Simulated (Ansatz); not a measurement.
# HfO2: the cost of one run

Computed with Ansatz 0.2.0 (DFT PBE, scalar-relativistic, plane waves, PAW, unless a step's input says otherwise).

## Step 1: Starting point

The structure is cubic, space group Fm-3m (No. 225). Conventional cell: a = 5.115 Å, b = 5.115 Å, c = 5.115 Å, α = 90.00°, β = 90.00°, γ = 90.00°. Hf (site symmetry m-3m) has 8 O at 2.21 Å as nearest neighbours. O (site symmetry -43m) has 4 Hf at 2.21 Å as nearest neighbours.

As a file:

```cif
data_structure
_symmetry_space_group_name_H-M 'P 1'
_symmetry_Int_Tables_number 1
_cell_length_a 3.6169
_cell_length_b 3.6169
_cell_length_c 3.6169
_cell_angle_alpha 60.000
_cell_angle_beta 60.000
_cell_angle_gamma 60.000
_cell_volume 33.46
loop_
_atom_site_label
_atom_site_type_symbol
_atom_site_fract_x
_atom_site_fract_y
_atom_site_fract_z
_atom_site_occupancy
Hf1 Hf 0.00000 0.00000 0.00000 1
O1 O 0.25000 0.25000 0.25000 1
O2 O 0.75000 0.75000 0.75000 1
```

(A quick probe on a coarse mesh, which set the mesh and smearing, is not shown.)

## Step 3: The relaxation

File input.yaml:

```yaml
crystal:
  lattice:
    - [0.0, 2.5575019374, 2.5575019374]
    - [2.5575019374, 0.0, 2.5575019374]
    - [2.5575019374, 2.5575019374, 0.0]
  atoms:
    - { symbol: Hf, position: [0.0, 0.0, 0.0] }
    - { symbol: O, position: [0.25, 0.25, 0.25] }
    - { symbol: O, position: [0.75, 0.75, 0.75] }
basis:
  ecutwfc: 420
kpoints:
  mp_grid: { grid: [8, 8, 8] }
hamiltonian:
  xc: pbe
scf:
  occupations: { method: gaussian, width: 0.02 }
output:
  forces: true
  stress: true
  eigenvalues: true
relax:
  adjacent_minimum: "off"
  f_tol: 0.005
  max_steps: 80
  cell: { stress_tol: 0.05 }
```

Launch:

```console
$ ansatz run input.yaml --threads 2 --pin off --max-ram 5632MiB --backend cpu --events-out ev --progress --plain --runs-dir out
```

Q: Estimate wall time and peak memory on 2 threads of Arm Neoverse V1, shared host.

About 4.8 s, with a peak of 0.31 GiB.
